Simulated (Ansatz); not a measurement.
# Ba2CuP2O9: the cost of one run

All numbers below are computed with Ansatz 0.2.0 (DFT PBE+D3(BJ), plane waves, PAW, scalar-relativistic, no spin polarisation).

### Step 1. The structure to begin with

The cell holds 28 atoms (Ba4Cu2O18P4): a = 8.490 Å, b = 5.822 Å, c = 9.047 Å, α = 90.00°, β = 112.20°, γ = 90.00°.

Coordinates:

```xyz
28
Lattice="8.4900 0.0000 0.0000 0.0000 5.8224 0.0000 -3.4190 0.0000 8.3765" Properties=species:S:1:pos:R:3 pbc="T T T"
Ba    3.6160    4.3668    7.5926
Ba    1.4550    1.4556    0.7839
Ba   -0.7845    4.3668    6.0143
Ba    5.8554    1.4556    2.3622
Cu    2.5355    2.9112    4.1882
Cu    2.5355    0.0000    4.1882
P     1.5335    1.4556    6.8081
P     3.5375    4.3668    1.5684
P     5.6142    1.4556    5.8413
P    -0.5432    4.3668    2.5352
O     1.7717    2.7666    5.9424
O     3.2993    5.6778    2.4341
O     3.2993    3.0558    2.4341
O     1.7717    0.1446    5.9424
O     2.5312    1.4556    7.9701
O     2.5398    4.3668    0.4064
O     0.0756    1.4556    7.2746
O     4.9954    4.3668    1.1018
O     5.5755    2.7149    6.7443
O    -0.5045    5.6261    1.6322
O    -0.5045    3.1075    1.6322
O     5.5755    0.1963    6.7443
O     4.4937    1.4556    4.7584
O     0.5773    4.3668    3.6181
O    -1.5605    1.4556    4.9981
O     6.6315    4.3668    3.3784
O     3.4393    4.3668    4.7317
O     1.6317    1.4556    3.6448
```

### Step 2. Run 1

160 steps of 1.5 fs under a Langevin thermostat at 900 K.

input.yaml

```yaml
accuracy: low
crystal:
  lattice:
    - [8.489971, 0.0, 0.0]
    - [0.0, 5.822431, 0.0]
    - [-3.41898, 0.0, 8.376478]
  atoms:
    - { symbol: Ba, position: [0.79093, 0.75, 0.906416] }
    - { symbol: Ba, position: [0.20907, 0.25, 0.093584] }
    - { symbol: Ba, position: [0.196747, 0.75, 0.718001] }
    - { symbol: Ba, position: [0.803253, 0.25, 0.281999] }
    - { symbol: Cu, position: [0.5, 0.5, 0.5] }
    - { symbol: Cu, position: [0.5, 0.0, 0.5] }
    - { symbol: P, position: [0.507934, 0.25, 0.81276] }
    - { symbol: P, position: [0.492066, 0.75, 0.18724] }
    - { symbol: P, position: [0.942097, 0.25, 0.697346] }
    - { symbol: P, position: [0.057903, 0.75, 0.302654] }
    - { symbol: O, position: [0.494369, 0.475162, 0.709413] }
    - { symbol: O, position: [0.505631, 0.975162, 0.290587] }
    - { symbol: O, position: [0.505631, 0.524838, 0.290587] }
    - { symbol: O, position: [0.494369, 0.024838, 0.709413] }
    - { symbol: O, position: [0.681314, 0.25, 0.951487] }
    - { symbol: O, position: [0.318686, 0.75, 0.048513] }
    - { symbol: O, position: [0.358638, 0.25, 0.868461] }
    - { symbol: O, position: [0.641362, 0.75, 0.131539] }
    - { symbol: O, position: [0.980949, 0.466285, 0.805142] }
    - { symbol: O, position: [0.019051, 0.966285, 0.194858] }
    - { symbol: O, position: [0.019051, 0.533715, 0.194858] }
    - { symbol: O, position: [0.980949, 0.033715, 0.805142] }
    - { symbol: O, position: [0.758061, 0.25, 0.568069] }
    - { symbol: O, position: [0.241939, 0.75, 0.431931] }
    - { symbol: O, position: [0.056484, 0.25, 0.59668] }
    - { symbol: O, position: [0.943516, 0.75, 0.40332] }
    - { symbol: O, position: [0.632586, 0.75, 0.564877] }
    - { symbol: O, position: [0.367414, 0.25, 0.435123] }
basis:
  ecutwfc: 420.0
kpoints:
  mp_grid: { grid: [1, 2, 1] }
hamiltonian:
  xc: pbe
  dispersion: d3bj
scf:
  occupations: { method: fermi_dirac, width: 0.05 }
  lower_state_search: "off"
md:
  timestep: 1.5
  n_steps: 160
  ensemble: nvt_langevin
  temperature: 900.0
  initial_velocities: maxwell_boltzmann
  seed: 486019
  friction: 0.005
```

The run is started by

```bash
> ansatz run input.yaml --threads 1 --pin off --max-ram 3072MiB --backend cpu --events-out ev --progress --plain --runs-dir out
```

What time and memory should one allow on 1 thread of Intel Xeon 6975P-C (Granite Rapids), shared host?

About 13 min, with a peak of 0.9 GiB.
